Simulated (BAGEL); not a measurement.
**PBE0/def2-SVPD (density fitting with qzvpp-jkfit) run of SiH3SeCl (SMILES Cl[SiH2][SeH])**

Aim: the energy change on altering one bond length of SiH3SeCl at PBE0/def2-SVPD (density fitting with qzvpp-jkfit), from 2 runs. 

Program for the calculation: BAGEL 1.2.2.

3 further runs of the same task are left out: 1 that didn't finish, 2 set aside as unsound or not needed.

### 1 Starting point

SiH3SeCl has 6 atoms, charge 0, and is taken as a singlet. As SMILES, `Cl[SiH2][SeH]`. The coordinates come from a PBE0-D4/def2-TZVP relaxation. This is one conformer, not always the lowest.

Bond lengths: Cl1–Si2 2.048 Å, Si2–Se3 2.271 Å, Si2–H4 1.481 Å, Si2–H5 1.481 Å, Se3–H6 1.471 Å. Angles: Cl1–Si2–Se3 106.0°, Cl1–Si2–H4 108.5°, Cl1–Si2–H5 108.4°, Se3–Si2–H4 111.7°, Se3–Si2–H5 111.8°, Si2–Se3–H6 91.4°, H4–Si2–H5 110.2°.

### 2 The energy at PBE0/def2-SVPD (density fitting with qzvpp-jkfit)

Contents of input.json:

```json
{ "bagel" : [

{
  "title" : "molecule",
  "basis" : "def2-svpd.json",
  "df_basis" : "qzvpp-jkfit",
  "angstrom" : "true",
  "geometry" : [
    { "atom" : "Cl", "xyz" : [      -2.338100,       0.106600,      -0.077400 ] },
    { "atom" : "Si", "xyz" : [      -0.321100,      -0.072300,      -0.384700 ] },
    { "atom" : "Se", "xyz" : [       0.656200,       0.318000,       1.627200 ] },
    { "atom" : "H", "xyz" : [      -0.039300,      -1.440900,      -0.874100 ] },
    { "atom" : "H", "xyz" : [       0.088300,       0.926300,      -1.398200 ] },
    { "atom" : "H", "xyz" : [       1.996000,       0.098300,       1.060800 ] }
  ]
},

{ "title" : "ks", "xc_func" : "pbe0" },

{ "title" : "print", "file" : "orbitals.molden", "orbitals" : "true" }

]}
```

The basis set def2-SVPD is read from a file made from the Basis Set Exchange's data (not shown).

Command:

```sh
$ BAGEL_NUM_THREADS=1 BAGEL input.json > input.out
```

The program printed:

```text
* using 1 threads per process

  ===============================================================
  ===============================================================

  *** Geometry ***

  { "atom" : "Cl", "xyz" : [     -4.418369,      0.201445,     -0.146265 ] },
  { "atom" : "Si", "xyz" : [     -0.606791,     -0.136627,     -0.726978 ] },
  { "atom" : "Se", "xyz" : [      1.240038,      0.600933,      3.074962 ] },
  { "atom" : "H", "xyz" : [     -0.074266,     -2.722906,     -1.651810 ] },
  { "atom" : "H", "xyz" : [      0.166863,      1.750453,     -2.642215 ] },
  { "atom" : "H", "xyz" : [      3.771893,      0.185760,      2.004621 ] },

  Number of auxiliary basis functions:      576

  Since a DF basis is specified, we compute 2- and 3-index integrals:
    o Being stored without compression. Storage requirement is 0.062 GB

  Number of basis functions:      116
  Number of electrons      :       68

    * METHOD: MOLECULE                             0.40

  *** Kohn-Sham DFT ***

    * Removing 9927 points whose weight is below 1.00e-10
    * Grid points: 79509

  === Nuclear Repulsion ===
   306.2517511126

       - DIIS with orbital gradients will be used.

  === KS iteration (pbe0 / def2-svpd.json) ===
      0      -3057.94315502          0.08991879           0.54
      1      -2737.87172762          0.16695233           0.49
      2      -2714.62854492          0.12379048           0.49
      3      -3120.11379882          0.09286359           0.50
      4      -3136.72659165          0.07125816           0.51
      5      -3144.52590953          0.07707416           0.50
      6      -3146.44079068          0.07144676           0.51
      7      -3146.53347472          0.07069064           0.51
      8      -3107.74487932          0.10546112           0.50
      9      -3151.68356337          0.02048357           0.50
     10      -3151.93647928          0.01112059           0.48
     11      -3152.03470645          0.00228421           0.49
     12      -3152.04014634          0.00052610           0.49
     13      -3152.04039170          0.00014967           0.50
     14      -3152.04040459          0.00005236           0.50
     15      -3152.04040698          0.00000770           0.50
     16      -3152.04040702          0.00000160           0.50
     17      -3152.04040703          0.00000046           0.50
     18      -3152.04040703          0.00000015           0.49
     19      -3152.04040703          0.00000004           0.50
     20      -3152.04040703          0.00000001           0.51
     21      -3152.04040703          0.00000000           0.50
    * SCF iteration converged.

    * Permanent dipole moment:
           (   -0.586710,     0.106162,     0.318061) a.u.

    * METHOD: KS                                  11.44

    * METHOD: PRINT                                0.03

  ===============================================================
```

Run time: 12 s. Hardware: 1 thread of Arm Neoverse V1, shared host; peak memory 0.49 GiB.

### 3 The distorted shape, same level

Contents of calc.json:

```json
{ "bagel": [

{
  "title": "molecule",
  "basis": "def2-svpd.json",
  "df_basis": "qzvpp-jkfit",
  "angstrom": true,
  "geometry": [
    { "atom": "Cl", "xyz": [   -4.758473,    0.321278,    0.291356 ] },
    { "atom": "Si", "xyz": [   -0.321100,   -0.072300,   -0.384700 ] },
    { "atom": "Se", "xyz": [    0.656200,    0.318000,    1.627200 ] },
    { "atom": "H", "xyz": [   -0.039300,   -1.440900,   -0.874100 ] },
    { "atom": "H", "xyz": [    0.088300,    0.926300,   -1.398200 ] },
    { "atom": "H", "xyz": [    1.996000,    0.098300,    1.060800 ] }
  ]
},
{
  "title": "ks",
  "xc_func": "pbe0"
},
{
  "title": "print",
  "file": "orbitals.molden",
  "orbitals": true
}

]}
```

The basis set def2-SVPD is read from a file made from the Basis Set Exchange's data (not shown).

Command:

```sh
$ BAGEL_NUM_THREADS=1 BAGEL calc.json > calc.out
```

The program printed:

```text
* using 1 threads per process

  ===============================================================
  ===============================================================

  *** Geometry ***

  { "atom" : "Cl", "xyz" : [     -8.992211,      0.607127,      0.550583 ] },
  { "atom" : "Si", "xyz" : [     -0.606791,     -0.136627,     -0.726978 ] },
  { "atom" : "Se", "xyz" : [      1.240038,      0.600933,      3.074962 ] },
  { "atom" : "H", "xyz" : [     -0.074266,     -2.722906,     -1.651810 ] },
  { "atom" : "H", "xyz" : [      0.166863,      1.750453,     -2.642215 ] },
  { "atom" : "H", "xyz" : [      3.771893,      0.185760,      2.004621 ] },

  Number of auxiliary basis functions:      576

  Since a DF basis is specified, we compute 2- and 3-index integrals:
    o Being stored without compression. Storage requirement is 0.062 GB

  Number of basis functions:      116
  Number of electrons      :       68

    * METHOD: MOLECULE                             0.38

  *** Kohn-Sham DFT ***

    * Removing 8289 points whose weight is below 1.00e-10
    * Grid points: 81147

  === Nuclear Repulsion ===
   235.5022093987

       - DIIS with orbital gradients will be used.

  === KS iteration (pbe0 / def2-svpd.json) ===
      0      -3049.26103339          0.09261303           0.55
      1      -2654.47200002          0.13450558           0.50
      2      -2840.75873628          0.07847486           0.50
      3      -2935.43874559          0.10377882           0.50
      4      -3133.98943661          0.08833907           0.51
      5      -3149.00144887          0.04114814           0.50
      6      -3143.09237794          0.04141730           0.49
      7      -3137.88629617          0.06004792           0.50
      8      -3151.41584407          0.01925434           0.51
      9      -3151.71804371          0.00865308           0.51
[... 20 lines of this table left out ...]
     30      -3151.85840357          0.00000003           0.51
     31      -3151.85840357          0.00000002           0.52
     32      -3151.85840357          0.00000001           0.51
     33      -3151.85840357          0.00000001           0.51
    * SCF iteration converged.

    * Permanent dipole moment:
           (   -3.811744,     0.322695,     0.498616) a.u.

    * METHOD: KS                                  17.72

    * METHOD: PRINT                                0.03

  ===============================================================
```

Run time: 18 s. Hardware: 1 thread of Arm Neoverse V1, shared host; peak memory 0.49 GiB.

### 4 Results

Level: PBE0/def2-SVPD (density fitting with qzvpp-jkfit).

```
                                                           quantity           value
                                          first shape: total energy  -3152.04041 Eh
                                         first shape: dipole moment          1.72 D
                                           first shape: HOMO energy        -7.35 eV
                                           first shape: LUMO energy        -0.52 eV
                                         first shape: HOMO–LUMO gap         6.83 eV
                                      distorted shape: total energy  -3151.85840 Eh
                                     distorted shape: dipole moment          9.81 D
                                       distorted shape: HOMO energy        -7.17 eV
                                       distorted shape: LUMO energy        -5.84 eV
                                     distorted shape: HOMO–LUMO gap         1.34 eV
energy change with the Cl1–Si2 bond stretched from 2.048 to 4.506 Å        4.953 eV
```

One bond (distorted shape) is far stretched, which a spin-restricted single reference describes badly; a broken-symmetry solution may lie lower. With the Cl1–Si2 bond stretched from 2.048 to 4.506 Å the energy rises by 4.95 eV (478 kJ/mol). The first shape isn't relaxed at this level, so the change isn't measured from a minimum. A restricted reference can't describe the breaking bond well at this length.
